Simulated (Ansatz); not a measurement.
HfMoC2 under changes of volume

One of the cells (11.421 Å³/atom); the others are scaled copies at fixed shape and fractional positions:

```
CELL_PARAMETERS angstrom
3.19142 0.00000 0.00000
0.00000 3.19142 0.00000
0.00000 0.00000 4.48516
ATOMIC_POSITIONS crystal
Hf 0.00000 0.00000 0.00000
Mo 0.50000 0.50000 0.50000
C 0.50000 0.50000 0.00000
C 0.00000 0.00000 0.50000
```

The cell comes from a database or a generator and needn't be the stable form of this composition.

* Program: Ansatz 0.2.0
* Functional: LDA
* Potentials or basis: all-electron LAPW, scalar-relativistic
* Cutoff: 302 eV (chosen from the basis error)
* Basis error allowed: 0.002 eV/atom
* k mesh: 8 × 8 × 6
* Occupations: fermi-dirac, width 0.05 eV
* Spin: no spin polarisation

```tsv
volume (Å³/atom)	energy over the lowest point (meV/atom)	pressure (GPa)
10.735	0.15	3.5
10.964	0.00	-3.1
11.192	8.74	-9.0
11.421	25.46	-14.3
11.649	49.33	-19.0
11.877	?	?
12.106	115.65	-27.1
```

Problem. What does the run at 11.877 Å³/atom give?

Solution. Energy over the lowest point 79.62 meV/atom; pressure -23.3 GPa.

Worked out: A Birch-Murnaghan fit of order 3 (a polynomial in V^(-2/3)) to the other rows has its minimum at 10.85 Å³/atom with B0 = V·E''(V) = 312 GPa and B' = 4.2 at fixed shape and positions, which overstates the stiffness. It gives 79.53 meV/atom at 11.877 Å³/atom, against the run's 79.62, and -dE/dV = -23.3 GPa, against -23.3.

Energies are extrapolated to zero smearing.
